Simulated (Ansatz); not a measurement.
Predict the output of the script below (the Python package of Ansatz (0.2.0)).

The script reads `POSCAR`:
```text
KSr3
1.0
   6.15229700    0.00000000    0.00000000
   0.00000000    6.15229700    0.00000000
   0.00000000    0.00000000    6.15229700
K Sr
1 3
Direct
   0.00000000    0.00000000    0.00000000
   0.50000000    0.00000000    0.50000000
   0.00000000    0.50000000    0.50000000
   0.50000000    0.50000000    0.00000000
```

The script, `ksr3_bands.py`:
```python
"""Bands of KSr3 along a path through the zone."""

from collections import Counter
import warnings

import ansatz as az
from ase.io import read
import numpy as np
from pymatgen.core import Structure


def main() -> None:
    warnings.simplefilter("ignore", az.DeckWarning)

    atoms = read("POSCAR", format="vasp")
    ksr3 = az.Crystal.from_ase(atoms)

    # vertices of the path, as fractions of the reciprocal vectors
    path = [
        ("G", (0.0, 0.0, 0.0)),
        ("X", (0.0, 0.5, 0.0)),
        ("M", (0.5, 0.5, 0.0)),
        ("G", (0.0, 0.0, 0.0)),
        ("R", (0.5, 0.5, 0.5)),
        ("X", (0.0, 0.5, 0.0)),
    ]
    base = (
        ksr3.calculation()
        .functional("r2scan", dispersion="d4")
        .kpoints(spacing=0.23)
        .basis(450)
        .eigensolver("auto")
        .occupations("Marzari-Vanderbilt", width=0.2)
        .scf(max_iterations=60, lower_state_search="off")
        .mixing("msr1")
        .band_structure([point for _, point in path], intervals=4)
        .scf(extra_bands=6)
    )
    history = []
    outcome = base.session().plan().execute(on_event=lambda event: history.append(event["data"]["dr2_ev"]) if event["event"] == "scf_iter" else None)
    summary = outcome.report
    print("density residual by iteration (eV):", " ".join(f"{value:.1e}" for value in history[:40]))

    for key in ("converged", "n_iterations", "n_electrons", "n_kpoints", "n_pw", "n_symmetry_ops", "free_energy_ev", "fermi_energy_ev"):
        print(f"{key:18s} {summary[key]}")

    final = Structure(outcome.lattice.cell_ang, [s.symbol for s in outcome.lattice.sites], [s.position_frac for s in outcome.lattice.sites])
    # first shell of each atom, within 15 % of its shortest distance
    for index, site in enumerate(final):
        near = final.get_neighbors(site, 4.5)
        edge = 1.15 * min(n.nn_distance for n in near)
        shell = Counter((round(n.nn_distance, 2), n.specie.symbol) for n in near if n.nn_distance < edge)
        print(f"{index:2d} {site.specie.symbol:2s}", ", ".join(f"{count} {symbol} at {d:.2f}" for (d, symbol), count in sorted(shell.items())))

    bands = outcome.band_structure()
    fermi = bands.fermi_energy_ev
    print(f"zero of the bands: {fermi:.3f} eV, the Fermi level found on the SCF mesh")
    for spin, channel in enumerate(bands.channels):
        levels = channel.eigenvalues_ev - fermi
        crossing = [b for b in range(levels.shape[1]) if levels[:, b].min() < 0 < levels[:, b].max()]
        print(f"channel {spin}: bands that cross the Fermi level on this path:", [b + 1 for b in crossing] or "none")
        shown = crossing or sorted(np.argsort(np.abs(levels).min(axis=0))[:2])
        for k, row in zip(bands.kpoints_frac, levels[:, shown]):
            print(f"{k[0]:7.3f} {k[1]:7.3f} {k[2]:7.3f}  ", " ".join(f"{e:8.3f}" for e in row))


if __name__ == "__main__":
    main()
```

```console
$ python ksr3_bands.py
density residual by iteration (eV): 1.2e-02 6.6e-03 8.0e-04 1.7e-04 1.7e-05 6.8e-07 1.8e-07 3.2e-08
converged          True
n_iterations       8
n_electrons        39.0
n_kpoints          10
n_pw               5041
n_symmetry_ops     48
free_energy_ev     -12207.488567137352
fermi_energy_ev    4.180420635122179
 0 K  12 Sr at 4.35
 1 Sr 4 K at 4.35, 8 Sr at 4.35
 2 Sr 4 K at 4.35, 8 Sr at 4.35
 3 Sr 4 K at 4.35, 8 Sr at 4.35
zero of the bands: 4.180 eV, the Fermi level found on the SCF mesh
channel 0: bands that cross the Fermi level on this path: [19, 20, 21]
  0.000   0.000   0.000     -0.176   -0.176    0.832
  0.000   0.125   0.000     -0.224   -0.095    0.835
  0.000   0.250   0.000     -0.078    0.133    0.843
  0.000   0.375   0.000      0.117    0.441    0.859
  0.000   0.500   0.000      0.212    0.617    0.869
  0.125   0.500   0.000      0.141    0.413    0.880
  0.250   0.500   0.000     -0.222   -0.013    0.911
  0.375   0.500   0.000     -0.766   -0.483    0.921
  0.500   0.500   0.000     -1.277   -0.777    0.910
  0.375   0.375   0.000     -0.955   -0.177    0.929
  0.250   0.250   0.000     -0.695    0.236    0.644
  0.125   0.125   0.000     -0.381   -0.085    0.821
  0.000   0.000   0.000     -0.176   -0.176    0.832
  0.125   0.125   0.125     -0.309   -0.309    0.804
  0.250   0.250   0.250     -0.560   -0.449    0.557
  0.375   0.375   0.375     -0.768   -0.441    0.138
  0.500   0.500   0.500     -0.850   -0.331   -0.134
  0.375   0.500   0.375     -0.665   -0.343   -0.011
  0.250   0.500   0.250     -0.150    0.024    0.055
  0.125   0.500   0.125      0.145    0.420    0.552
  0.000   0.500   0.000      0.212    0.617    0.869
```

Reading the output:
- These settings explore the input space; cutoff and mesh may be short of convergence.
- The cutoff lies under the one recommended for these potentials.
- The computed bands are complete only to about 1.1 eV above the Fermi level.
- Dispersion corrections can be off by several per cent in the lattices of metals, and by several GPa in the pressure at a fixed cell.
- For a metal this k-point mesh is coarse: on a finer one energies can move by several to tens of meV an atom and pressures by half a GPa or more, differences at one mesh by less.
- Only differences from the Fermi energy are physical; the zero of the scale is a convention.
- This cell is a computed structure, which may not be the phase found in nature.
- Gaps and levels are Kohn-Sham values on a finite set of k-points, without spin-orbit coupling.
- The script silences the warnings on its input, which a real study should read.
- Wall time of the script: 6.4 s on 1 thread of Intel(R) Xeon(R) 6975P-C (Granite Rapids) (shared host), peak memory 0.81 GiB.
